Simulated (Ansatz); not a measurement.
What does this script print? It uses Ansatz 0.2.0, Python API.

Script `c2h4ose.py`:
```python
"""Molecular dynamics of one C2H4OSe molecule."""

import ansatz as az
import numpy as np

BASIS = "def2-SVP"
XC = "B3LYP"
N_STEPS = 20
TEMPERATURE_K = 500

geometry_ang = [
    ("C", [-0.5109, 0.8924, 0.4386]),
    ("O", [-0.4437, -0.4719, 0.266]),
    ("C", [0.5646, -1.028, -0.4885]),
    ("Se", [0.8581, -2.9938, -0.716]),
    ("H", [-1.4483, 1.1526, 1.0316]),
    ("H", [0.3436, 1.3561, 0.9311]),
    ("H", [-0.6542, 1.4258, -0.5604]),
    ("H", [1.383, -0.3902, -0.9582]),
]
system = az.Crystal.molecule()
for symbol, xyz in geometry_ang:
    system = system.atom(symbol, xyz)

calculation = (
    system.calculation()
    .basis(gaussian=BASIS)
    .functional(XC)
    .md("nvt_nose_hoover", timestep=0.5, steps=N_STEPS, temperature=TEMPERATURE_K, initial_velocities="maxwell_boltzmann", seed=41, thermostat_time=20)
)
frames = []
calculation.session().plan().execute(on_event=lambda e: frames.append(e["data"]) if e["event"] == "md_step" else None)
print("t (fs)   E_pot (eV)      E_kin (eV)   T (K)   d(0-1) (A)")
for f in frames[::3]:
    xyz = np.array(f["positions_ang"])
    print(f"{f['time_fs']:6.2f} {f['lagrangian_ev']:14.5f} {f['e_kin_ev']:10.5f} {f['temperature_k']:8.1f} {np.linalg.norm(xyz[0] - xyz[1]):9.4f}")
kept = np.array([f["conserved_ev"] for f in frames])
print(f"conserved energy moves by at most {1000 * np.ptp(kept):.3f} meV")
```

```console
$ python c2h4ose.py
t (fs)   E_pot (eV)      E_kin (eV)   T (K)   d(0-1) (A)
  0.00   -69523.81763    0.38778    500.0    1.3768
  1.50   -69523.85479    0.42350    546.1    1.3855
  3.00   -69523.76880    0.33886    436.9    1.4006
  4.50   -69523.76157    0.33237    428.6    1.4193
  6.00   -69523.90157    0.47070    606.9    1.4391
  7.50   -69523.94857    0.51816    668.1    1.4585
  9.00   -69523.96987    0.53849    694.3    1.4762
conserved energy moves by at most 2.756 meV
```

Total energies depend on the basis set; only differences at equal settings carry meaning. The trajectory is only some femtoseconds long, so its temperature is not equilibrated; where the script doesn't relax first, it starts from a rough generated geometry. b3lyp holds the VWN-RPA fit, as in Gaussian; the form of ORCA and Turbomole is b3lyp5. The temperature counts the internal degrees of freedom alone. Finished in 64 s on 1 thread of Arm Neoverse V2, with other jobs on the host, peak memory 0.27 GiB.

(Lines on the test bed's own set-up are left out of the output.)
